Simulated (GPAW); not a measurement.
# HfB (Fm-3m) in GPAW: settings compared

Aim: see how the results for HfB move with the level of theory and the settings. Levels: BLYP+D3(BJ), BLYP+D4, LDA. Tasks: relaxation of cell and atoms.

Program: GPAW 26.7.0. These are calculated values, not measurements. Logs are shortened: lines on timing, memory, paths and dates and some standing lists are left out, and cuts for length are marked. The log counts tension as positive stress, the text compression.

## 1. The structure

Symmetry: Fm-3m, No. 225, cubic system. Conventional cell: a = 4.620 Å, b = 4.620 Å, c = 4.620 Å, α = 90.00°, β = 90.00°, γ = 90.00°. Around Hf (site symmetry m-3m) lie 6 B at 2.31 Å. Around B (site symmetry m-3m) lie 6 Hf at 2.31 Å.

## 2. Relaxation of cell and atoms, BLYP+D3(BJ)

File run.py:

```python
from ase.calculators.mixing import SumCalculator
from ase.filters import FrechetCellFilter
from ase.io import read, write
from ase.optimize import BFGS
from dftd3.ase import DFTD3
from gpaw import GPAW, PW, setup_paths

setup_paths.insert(0, '.')

atoms = read('POSCAR')

calc = GPAW(mode=PW(800),
            xc='BLYP',
            kpts={'size': (10, 10, 10), 'gamma': True},
            occupations={'name': 'fermi-dirac', 'width': 0.05},
            nbands=17,
            convergence={'density': 1e-05, 'forces': 0.0001},
            eigensolver='davidson',
            maxiter=150,
            txt='gpaw.txt')
atoms.calc = SumCalculator([calc, DFTD3(method='blyp', damping='d3bj')])
opt = BFGS(FrechetCellFilter(atoms), trajectory='relax.traj', logfile='-')
done = opt.run(fmax=0.02, steps=60)
calc.write('gs.gpw')
write('result.traj', atoms)
print('Converged:', done)
print('Cell:', atoms.cell.cellpar().round(4))
print('Volume:', round(atoms.get_volume(), 4))
print(atoms.get_scaled_positions().round(5))
```

File POSCAR:

```
HfB
1.0
    0.0000000000      2.3100000000      2.3100000000
    2.3100000000      0.0000000000      2.3100000000
    2.3100000000      2.3100000000      0.0000000000
Hf B
1 1
Direct
    0.5000000000      0.5000000000      0.5000000000
    0.0000000000      0.0000000000      0.0000000000
```

Potentials or basis: PAW data sets generated in the run's folder for this functional, pw.

Command:

```bash
> gpaw-setup -f BLYP B Hf
> OMP_NUM_THREADS=1 python run.py
```

gpaw.txt:

```text
__  _  _
 | _ |_)|_||  |
 |__||  | ||/\| - 26.7.0

Input parameters:
  mode=PW(ecut=800.0),
  convergence={'density': 1e-05, 'forces': 0.0001},
  eigensolver=Davidson(niter=2),
  kpts=MonkhorstPack(size=(10, 10, 10), gamma=True),
  maxiter=150,
  nbands=17,
  occupations=Occupations(name='fermi-dirac', width=0.05),
  xc=XC(name='BLYP')

Diagonalizing LCAO Hamiltonian
Converting LCAO to pw mode

               Hf

       B

Atoms  # Å, Bohr magnetons
|   | symbol |        x |        y |        z |    initial magnetic moments |
|---|--------|----------|----------|----------|-----------------------------|
| 0 |     Hf | 2.310000 | 2.310000 | 2.310000 | ( 0.0000,  0.0000,  0.0000) |
| 1 |      B | 0.000000 | 0.000000 | 0.000000 | ( 0.0000,  0.0000,  0.0000) |

Unit cell  # Å
| periodic |        x |        y |        z |  lengths |    angles |
|----------|----------|----------|----------|----------|-----------|
|      yes | 0.000000 | 2.310000 | 2.310000 | 3.266833 | 60.000000 |
|      yes | 2.310000 | 0.000000 | 2.310000 | 3.266833 | 60.000000 |
|      yes | 2.310000 | 2.310000 | 0.000000 | 3.266833 | 60.000000 |

Number of symmetries: 48
Symmetry operations  # r_c * U_cc + t_c -> r_c
|    | kind |            matrix            |
|----|------|------------------------------|
|  0 |  σ   |  1, 0, 0,  1, 0,-1,  1,-1, 0 |
|  1 |  C2  |  1, 0, 0,  1,-1, 0,  1, 0,-1 |
|  2 |  E   |  1, 0, 0,  0, 1, 0,  0, 0, 1 |
|  3 |  σ   |  1, 0, 0,  0, 0, 1,  0, 1, 0 |
|  4 |  C4  |  1, 0,-1,  1, 0, 0,  1,-1, 0 |
|  5 |  S6  |  1, 0,-1,  1,-1, 0,  1, 0, 0 |
|  6 |  σ   |  1, 0,-1,  0, 1,-1,  0, 0,-1 |
|  7 |  C3  |  1, 0,-1,  0, 0,-1,  0, 1,-1 |
|  8 |  S6  |  1,-1, 0,  1, 0, 0,  1, 0,-1 |
|  9 |  C4  |  1,-1, 0,  1, 0,-1,  1, 0, 0 |
| 10 |  C3  |  1,-1, 0,  0,-1, 1,  0,-1, 0 |
| 11 |  σ   |  1,-1, 0,  0,-1, 0,  0,-1, 1 |
| 12 |  σ   |  0, 1, 0,  1, 0, 0,  0, 0, 1 |
| 13 |  C4  |  0, 1, 0,  0, 1,-1, -1, 1, 0 |
| 14 |  C3  |  0, 1, 0,  0, 0, 1,  1, 0, 0 |
| 15 |  S6  |  0, 1, 0, -1, 1, 0,  0, 1,-1 |
| 16 |  C2  |  0, 1,-1,  1, 0,-1,  0, 0,-1 |
| 17 |  σ   |  0, 1,-1,  0, 1, 0, -1, 1, 0 |
| 18 |  S4  |  0, 1,-1,  0, 0,-1,  1, 0,-1 |
| 19 |  C4  |  0, 1,-1, -1, 1, 0,  0, 1, 0 |
| 20 |  C3  |  0, 0, 1,  1, 0, 0,  0, 1, 0 |
| 21 |  σ   |  0, 0, 1,  0, 1, 0,  1, 0, 0 |
[... 149 lines left out ...]
xc functional:
  name: BLYP with 2 nearest neighbor stencil

convergence criteria:
- Maximum integral of absolute [dens]ity change: 1e-05 electrons / valence electron
- Maximum change in the atomic [forces] across last 2 cycles: 0.0001 eV/Ang OR
Maximum error relative to the maximum force is below inf
- Maximum [total energy] change in last 3 cyles: 0.0005 eV / valence electron
- Maximum integral of absolute [eigenst]ate change: 4e-08 eV^2 / valence electron
maximum number of iterations: 150

SCF iterations
|iter     | |      energy | eigst |  dens |force |
|---------|-|-------------|-------|-------|------|
|iter:   1| |  -13.531661 | -0.29 |       |      |
|iter:   2| |  -13.287495 | -2.06 | -0.93 |      |
|iter:   3| |  -12.511647 | -1.54 | -0.98 |      |
|iter:   4| |  -12.527046 | -3.17 | -1.79 |      |
|iter:   5| |  -12.533735 | -3.55 | -2.07 |      |
|iter:   6| |  -12.533743c| -5.11 | -3.24 |      |
|iter:   7| |  -12.533750c| -5.99 | -3.56 |      |
|iter:   8| |  -12.533750c| -7.61c| -4.38 |      |
|iter:   9| |  -12.533750c| -9.22c| -5.34c|      |
|iter:  10| |  -12.533750c|-10.40c| -5.99c|-29.47c|

Converged in 10 steps
Energy contributions relative to reference atoms: (reference = -410581.684097)

Energy contributions:
  Kinetic:          41.914899
  Coulomb:         -36.850941
  Zero:             -0.488571
  External:          0.000000
  Xc:              -17.103230
  Entropy:          -0.011814
  Spinorbit:         0.000000
  ----------------------------
  Free energy:     -12.539657
  Extrapolated:    -12.533750
[... 23 lines left out ...]
No gap
No difference between direct/indirect transitions

Stress tensor  # eV/Ang^3
|         x |         y |         z |
|-----------|-----------|-----------|
| -0.236128 |  0.000000 | -0.000000 |
|  0.000000 | -0.236128 | -0.000000 |
| -0.000000 | -0.000000 | -0.236128 |

Forces  # eV/Ang
|       x |        y |        z |
|---------|----------|----------|
| 0.00000 | -0.00000 | -0.00000 |  # Hf   0
| 0.00000 |  0.00000 | -0.00000 |  # B    1

Interpolating wave functions to new cell

               Hf

       B

Atoms  # Å, Bohr magnetons
|   | symbol |         x |        y |         z |    initial magnetic moments |
|---|--------|-----------|----------|-----------|-----------------------------|
| 0 |     Hf |  2.341673 | 2.341673 |  2.341673 | ( 0.0000,  0.0000,  0.0000) |
| 1 |      B | -0.000000 | 0.000000 | -0.000000 | ( 0.0000,  0.0000,  0.0000) |

Unit cell  # Å
| periodic |        x |        y |        z |  lengths |    angles |
|----------|----------|----------|----------|----------|-----------|
|      yes | 0.000000 | 2.341673 | 2.341673 | 3.311626 | 60.000000 |
|      yes | 2.341673 | 0.000000 | 2.341673 | 3.311626 | 60.000000 |
|      yes | 2.341673 | 2.341673 | 0.000000 | 3.311626 | 60.000000 |

Number of symmetries: 48
Symmetry operations  # r_c * U_cc + t_c -> r_c
|    | kind |            matrix            |
|----|------|------------------------------|
|  0 |  σ   |  1, 0, 0,  1, 0,-1,  1,-1, 0 |
|  1 |  C2  |  1, 0, 0,  1,-1, 0,  1, 0,-1 |
|  2 |  E   |  1, 0, 0,  0, 1, 0,  0, 0, 1 |
|  3 |  σ   |  1, 0, 0,  0, 0, 1,  0, 1, 0 |
|  4 |  C4  |  1, 0,-1,  1, 0, 0,  1,-1, 0 |
|  5 |  S6  |  1, 0,-1,  1,-1, 0,  1, 0, 0 |
|  6 |  σ   |  1, 0,-1,  0, 1,-1,  0, 0,-1 |
|  7 |  C3  |  1, 0,-1,  0, 0,-1,  0, 1,-1 |
|  8 |  S6  |  1,-1, 0,  1, 0, 0,  1, 0,-1 |
|  9 |  C4  |  1,-1, 0,  1, 0,-1,  1, 0, 0 |
| 10 |  C3  |  1,-1, 0,  0,-1, 1,  0,-1, 0 |
| 11 |  σ   |  1,-1, 0,  0,-1, 0,  0,-1, 1 |
| 12 |  σ   |  0, 1, 0,  1, 0, 0,  0, 0, 1 |
| 13 |  C4  |  0, 1, 0,  0, 1,-1, -1, 1, 0 |
| 14 |  C3  |  0, 1, 0,  0, 0, 1,  1, 0, 0 |
| 15 |  S6  |  0, 1, 0, -1, 1, 0,  0, 1,-1 |
| 16 |  C2  |  0, 1,-1,  1, 0,-1,  0, 0,-1 |
| 17 |  σ   |  0, 1,-1,  0, 1, 0, -1, 1, 0 |
| 18 |  S4  |  0, 1,-1,  0, 0,-1,  1, 0,-1 |
| 19 |  C4  |  0, 1,-1, -1, 1, 0,  0, 1, 0 |
| 20 |  C3  |  0, 0, 1,  1, 0, 0,  0, 1, 0 |
| 21 |  σ   |  0, 0, 1,  0, 1, 0,  1, 0, 0 |
[... 211 lines left out ...]
No gap
No difference between direct/indirect transitions

Stress tensor  # eV/Ang^3
|         x |         y |         z |
|-----------|-----------|-----------|
| -0.165976 |  0.000000 |  0.000000 |
|  0.000000 | -0.165976 |  0.000000 |
|  0.000000 |  0.000000 | -0.165976 |

Forces  # eV/Ang
|        x |        y |        z |
|----------|----------|----------|
|  0.00000 | -0.00000 |  0.00000 |  # Hf   0
| -0.00000 | -0.00000 | -0.00000 |  # B    1

Interpolating wave functions to new cell

               Hf

       B

Atoms  # Å, Bohr magnetons
|   | symbol |         x |         y |         z |    initial magnetic moments |
|---|--------|-----------|-----------|-----------|-----------------------------|
| 0 |     Hf |  2.392738 |  2.392738 |  2.392738 | ( 0.0000,  0.0000,  0.0000) |
| 1 |      B | -0.000000 | -0.000000 | -0.000000 | ( 0.0000,  0.0000,  0.0000) |

Unit cell  # Å
| periodic |         x |         y |         z |  lengths |    angles |
|----------|-----------|-----------|-----------|----------|-----------|
|      yes | -0.000000 |  2.392738 |  2.392738 | 3.383842 | 60.000000 |
|      yes |  2.392738 | -0.000000 |  2.392738 | 3.383842 | 60.000000 |
|      yes |  2.392738 |  2.392738 | -0.000000 | 3.383842 | 60.000000 |

Number of symmetries: 48
Symmetry operations  # r_c * U_cc + t_c -> r_c
|    | kind |            matrix            |
|----|------|------------------------------|
|  0 |  σ   |  1, 0, 0,  1, 0,-1,  1,-1, 0 |
|  1 |  C2  |  1, 0, 0,  1,-1, 0,  1, 0,-1 |
|  2 |  E   |  1, 0, 0,  0, 1, 0,  0, 0, 1 |
|  3 |  σ   |  1, 0, 0,  0, 0, 1,  0, 1, 0 |
|  4 |  C4  |  1, 0,-1,  1, 0, 0,  1,-1, 0 |
|  5 |  S6  |  1, 0,-1,  1,-1, 0,  1, 0, 0 |
|  6 |  σ   |  1, 0,-1,  0, 1,-1,  0, 0,-1 |
|  7 |  C3  |  1, 0,-1,  0, 0,-1,  0, 1,-1 |
|  8 |  S6  |  1,-1, 0,  1, 0, 0,  1, 0,-1 |
|  9 |  C4  |  1,-1, 0,  1, 0,-1,  1, 0, 0 |
| 10 |  C3  |  1,-1, 0,  0,-1, 1,  0,-1, 0 |
| 11 |  σ   |  1,-1, 0,  0,-1, 0,  0,-1, 1 |
| 12 |  σ   |  0, 1, 0,  1, 0, 0,  0, 0, 1 |
| 13 |  C4  |  0, 1, 0,  0, 1,-1, -1, 1, 0 |
| 14 |  C3  |  0, 1, 0,  0, 0, 1,  1, 0, 0 |
| 15 |  S6  |  0, 1, 0, -1, 1, 0,  0, 1,-1 |
| 16 |  C2  |  0, 1,-1,  1, 0,-1,  0, 0,-1 |
| 17 |  σ   |  0, 1,-1,  0, 1, 0, -1, 1, 0 |
| 18 |  S4  |  0, 1,-1,  0, 0,-1,  1, 0,-1 |
| 19 |  C4  |  0, 1,-1, -1, 1, 0,  0, 1, 0 |
| 20 |  C3  |  0, 0, 1,  1, 0, 0,  0, 1, 0 |
| 21 |  σ   |  0, 0, 1,  0, 1, 0,  1, 0, 0 |
[... 211 lines left out ...]
No gap
No difference between direct/indirect transitions

Stress tensor  # eV/Ang^3
|         x |         y |         z |
|-----------|-----------|-----------|
| -0.073490 | -0.000000 | -0.000000 |
| -0.000000 | -0.073490 | -0.000000 |
| -0.000000 | -0.000000 | -0.073490 |

Forces  # eV/Ang
|        x |       y |        z |
|----------|---------|----------|
| -0.00000 | 0.00000 |  0.00000 |  # Hf   0
|  0.00000 | 0.00000 | -0.00000 |  # B    1

Interpolating wave functions to new cell

               Hf

       B

Atoms  # Å, Bohr magnetons
|   | symbol |         x |         y |         z |    initial magnetic moments |
|---|--------|-----------|-----------|-----------|-----------------------------|
| 0 |     Hf |  2.397997 |  2.397997 |  2.397997 | ( 0.0000,  0.0000,  0.0000) |
| 1 |      B | -0.000000 | -0.000000 | -0.000000 | ( 0.0000,  0.0000,  0.0000) |

Unit cell  # Å
| periodic |         x |        y |        z |  lengths |    angles |
|----------|-----------|----------|----------|----------|-----------|
|      yes | -0.000000 | 2.397997 | 2.397997 | 3.391280 | 60.000000 |
|      yes |  2.397997 | 0.000000 | 2.397997 | 3.391280 | 60.000000 |
|      yes |  2.397997 | 2.397997 | 0.000000 | 3.391280 | 60.000000 |

Number of symmetries: 48
Symmetry operations  # r_c * U_cc + t_c -> r_c
|    | kind |            matrix            |
|----|------|------------------------------|
|  0 |  σ   |  1, 0, 0,  1, 0,-1,  1,-1, 0 |
|  1 |  C2  |  1, 0, 0,  1,-1, 0,  1, 0,-1 |
|  2 |  E   |  1, 0, 0,  0, 1, 0,  0, 0, 1 |
|  3 |  σ   |  1, 0, 0,  0, 0, 1,  0, 1, 0 |
|  4 |  C4  |  1, 0,-1,  1, 0, 0,  1,-1, 0 |
|  5 |  S6  |  1, 0,-1,  1,-1, 0,  1, 0, 0 |
|  6 |  σ   |  1, 0,-1,  0, 1,-1,  0, 0,-1 |
|  7 |  C3  |  1, 0,-1,  0, 0,-1,  0, 1,-1 |
|  8 |  S6  |  1,-1, 0,  1, 0, 0,  1, 0,-1 |
|  9 |  C4  |  1,-1, 0,  1, 0,-1,  1, 0, 0 |
| 10 |  C3  |  1,-1, 0,  0,-1, 1,  0,-1, 0 |
| 11 |  σ   |  1,-1, 0,  0,-1, 0,  0,-1, 1 |
| 12 |  σ   |  0, 1, 0,  1, 0, 0,  0, 0, 1 |
| 13 |  C4  |  0, 1, 0,  0, 1,-1, -1, 1, 0 |
| 14 |  C3  |  0, 1, 0,  0, 0, 1,  1, 0, 0 |
| 15 |  S6  |  0, 1, 0, -1, 1, 0,  0, 1,-1 |
| 16 |  C2  |  0, 1,-1,  1, 0,-1,  0, 0,-1 |
| 17 |  σ   |  0, 1,-1,  0, 1, 0, -1, 1, 0 |
| 18 |  S4  |  0, 1,-1,  0, 0,-1,  1, 0,-1 |
| 19 |  C4  |  0, 1,-1, -1, 1, 0,  0, 1, 0 |
| 20 |  C3  |  0, 0, 1,  1, 0, 0,  0, 1, 0 |
| 21 |  σ   |  0, 0, 1,  0, 1, 0,  1, 0, 0 |
[... 209 lines left out ...]
No gap
No difference between direct/indirect transitions

Stress tensor  # eV/Ang^3
|         x |         y |         z |
|-----------|-----------|-----------|
| -0.065217 | -0.000000 |  0.000000 |
| -0.000000 | -0.065217 | -0.000000 |
|  0.000000 | -0.000000 | -0.065217 |

Forces  # eV/Ang
|        x |       y |        z |
|----------|---------|----------|
|  0.00000 | 0.00000 | -0.00000 |  # Hf   0
| -0.00000 | 0.00000 |  0.00000 |  # B    1

# Writing to gs.gpw (mode='')
```

Wall time 72 s (1 thread of Arm Neoverse V2, shared host); peak memory 0.23 GiB.

Results:

- Free energy: -14.6498 eV
- Relaxed volume: 13.79 Å³/atom
- Relaxed cell: a = 3.391 Å, b = 3.391 Å, c = 3.391 Å, α = 60.00°, β = 60.00°, γ = 60.00°
- Space group after relaxing (to 0.05 Å): Fm-3m (No. 225)
- Energy gained by relaxing: 104.5 meV/atom
- Ionic steps: 4
- Pressure after relaxing: 0.1 GPa
- Band gap on the k mesh: none (metal or under the smearing width)
- Dispersion energy per atom: -0.844 eV

Step by step:
```csv
step,energy change (eV),largest force (eV/Å),pressure (GPa),volume (Å³)
1,0.0000,0.0000,24.78,24.65
2,-0.1256,0.0000,14.58,25.68
3,-0.2081,0.0000,1.26,27.40
4,-0.2090,0.0000,0.08,27.58
```

Final structure:
```yaml
crystal:
  lattice:
    - [0.00000, 2.39800, 2.39800]
    - [2.39800, 0.00000, 2.39800]
    - [2.39800, 2.39800, 0.00000]
  atoms:
    - { symbol: Hf, position: [0.50000, 0.50000, 0.50000] }
    - { symbol: B, position: [0.00000, 0.00000, 0.00000] }
```

Caveat: later steps reuse the first step's grids; pairwise dispersion overbinds metals, which lowers pressure and volume. Spin-orbit coupling is left out, which matters for the levels of Hf.

(Part 1 of 3 ends here.)
